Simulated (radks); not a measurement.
# Exchange and kinetic functionals tested on atomic densities: Cs⁴⁺, Mn, He, Cd, Mo¹⁴⁺, Re²⁺

One table from this session's results is given with a row withheld; the runs are named, their logs left out.

The numbers are computed with radks (a radial shooting solver on a logarithmic mesh, Libxc functionals) version 1 (non-relativistic Kohn-Sham, PBE, spin-polarised, spherical densities, point nucleus; open shells are filled with parallel spins first), except any that are marked as measured or tabulated.

### The atom as given

- species: Cs⁴⁺ ([Kr] 4d10 5s2 5p3), Mn ([Ar] 3d5 4s2), He ([He]), Cd ([Kr] 4d10 5s2), Mo¹⁴⁺ ([Ar] 3d10), Re²⁺ ([Xe] 4f14 5d5)

Set-up of the first run:

Input:

```text
Z 55
configuration [Kr] 4d10 5s2 5p3
relativity non-relativistic
functional pbe,pbe
spin polarised
nucleus point
```

Steps of the session up to this table: Cs⁴⁺, [Kr] 4d10 5s2 5p3.

One table of the session follows, with a row left open; its other results are not shown here.

It belongs to the step «Cs⁴⁺, [Kr] 4d10 5s2 5p3». Radial moments (bohr):

```
  level     <r>  outermost maximum (interpolated)  90 % within  nodes
  4p up       ?                                 ?            ?      ?
4p down  0.7504                             0.685         1.09      2
  4d up  0.8285                             0.718         1.25      1
4d down  0.8247                             0.718         1.24      1
  5s up   1.701                              1.57         2.41      4
5s down   1.697                              1.55         2.42      4
  5p up   1.869                              1.71         2.67      3
5p down   1.879                              1.70         2.70      3
```

Q: Estimate the row for 4p up from the others.

**Answer.** <r>: 0.7512; outermost maximum (interpolated): 0.684; 90 % within: 1.09; nodes: 2. In the column «<r>» it lies between 4p down (0.7504) and 4d down (0.8247).
